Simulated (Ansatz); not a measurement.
# BiSb4O: the cost of one run

Program: Ansatz 0.2.0. Level of theory: DFT PBE, scalar-relativistic, plane waves, PAW. These are calculated values, not measurements.

## Step 1: The starting structure

The structure is hexagonal, space group P6/mmm (No. 191). Conventional cell: a = 4.815 Å, b = 4.815 Å, c = 8.707 Å, α = 90.00°, β = 90.00°, γ = 120.00°. Sb (site symmetry 3m) has 4 Sb at 2.78 to 3.52 Å and 3 Bi at 3.29 Å and 3 O at 3.80 Å as nearest neighbours. Around Bi (site symmetry 6/mmm) lie 12 Sb at 3.29 Å and 2 O at 4.35 Å. O (site symmetry 6/mmm) has 12 Sb at 3.80 Å and 2 Bi at 4.35 Å as nearest neighbours.

Structure file:

```cif
data_structure
_symmetry_space_group_name_H-M 'P 1'
_symmetry_Int_Tables_number 1
_cell_length_a 4.8149
_cell_length_b 4.8149
_cell_length_c 8.7065
_cell_angle_alpha 90.000
_cell_angle_beta 90.000
_cell_angle_gamma 120.000
_cell_volume 174.80
loop_
_atom_site_label
_atom_site_type_symbol
_atom_site_fract_x
_atom_site_fract_y
_atom_site_fract_z
_atom_site_occupancy
Sb1 Sb 0.33333 0.66667 0.70190 1
Sb2 Sb 0.66667 0.33333 0.70190 1
Sb3 Sb 0.66667 0.33333 0.29810 1
Sb4 Sb 0.33333 0.66667 0.29810 1
Bi1 Bi 0.00000 0.00000 0.50000 1
O1 O 0.00000 0.00000 0.00000 1
```

A structure generator made this guess: random cell by space group and Wyckoff sites (P6/mmm, No. 191). Lengths come from tabulated atomic sizes and are only a guess.

## Step 2: A first look at the guess

File input.yaml:

```yaml
crystal:
  lattice:
    - [4.81491085, 0.0, 0.0]
    - [-2.40745543, 4.16983511, 0.0]
    - [0.0, 0.0, 8.70651378]
  atoms:
    - { symbol: Sb, position: [0.33333333, 0.66666667, 0.70189954] }
    - { symbol: Sb, position: [0.66666667, 0.33333333, 0.70189954] }
    - { symbol: Sb, position: [0.66666667, 0.33333333, 0.29810046] }
    - { symbol: Sb, position: [0.33333333, 0.66666667, 0.29810046] }
    - { symbol: Bi, position: [0.0, 0.0, 0.5] }
    - { symbol: O, position: [0.0, 0.0, 0.0] }
basis:
  ecutwfc: 420
kpoints:
  mp_grid: { grid: [6, 6, 2] }
hamiltonian:
  xc: pbe
scf:
  occupations: { method: gaussian, width: 0.1 }
  lower_state_search: "off"
output:
  forces: true
  stress: true
  eigenvalues: true
```

Command:

```sh
$ ansatz run input.yaml --threads 1 --pin off --max-ram 2560MiB --backend cpu --events-out ev --progress --plain --runs-dir out
```

Q: Estimate wall time and peak memory on 1 thread of Intel Xeon Platinum 8259CL at 2.50GHz (Skylake/Cascade Lake), shared host.

About 7.2 s, with a peak of 0.53 GiB.
